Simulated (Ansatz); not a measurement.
Run this with the Ansatz DFT code, driven from Python and show what comes out.

The script, `methods_fgeho.py`:
```python
# -*- coding: utf-8 -*-
import argparse

import ansatz as az
from ase import Atoms

parser = argparse.ArgumentParser(description="FGeHO at several levels of theory.")
parser.add_argument("--basis-set", required=True, help="Gaussian basis set")
args = parser.parse_args()

atoms = Atoms(["O", "Ge", "F", "H"], positions=[
    (-0.8416, 0.3042, -0.6024),
    (-0.2435, -0.4608, 0.843),
    (1.3531, -1.0348, 0.5039),
    (-0.2125, 1.1311, -0.7647),
])
geometry = az.Crystal.molecule_from_ase(atoms)

calculation = geometry.calculation().basis(gaussian=args.basis_set).accuracy("high")

methods = ["mp2", "ccsd", "ccsd_t"]
batch = az.Session.batch([calculation.correlation(m).input() for m in methods])
reports = sorted(batch.plan().execute().molecular_reports, key=lambda each: each["member"])
print(f"Hartree-Fock reference {reports[0]['reference_energy_ev'] / 27.211386246:.6f} Ha")
best = reports[-1]["free_energy_ev"] - reports[-1]["reference_energy_ev"]
for method, each in zip(methods, reports):
    gained = each["free_energy_ev"] - each["reference_energy_ev"]
    print(f"{method:8s} total {each['free_energy_ev'] / 27.211386246:.6f} Ha  correlation {gained:9.4f} eV  ({100 * gained / best:.1f} % of the last)")
```

```console
$ python methods_fgeho.py --basis-set def2-SVP
Hartree-Fock reference -2249.879447 Ha
mp2      total -2250.468529 Ha  correlation  -16.0298 eV  (97.2 % of the last)
ccsd     total -2250.471002 Ha  correlation  -16.0970 eV  (97.6 % of the last)
ccsd_t   total -2250.485463 Ha  correlation  -16.4905 eV  (100.0 % of the last)
```

Reading the output:
- The settings weren't tested for convergence.
- The geometry is a force-field or estimated start, not a minimum of this method, and the basis set is short of its limit. A lower total doesn't mark the better method: functionals have no common bound, and MP2 and coupled cluster aren't variational.
- Inner cores stay frozen; a filled d shell under the valence of the heavier atoms is correlated with it.
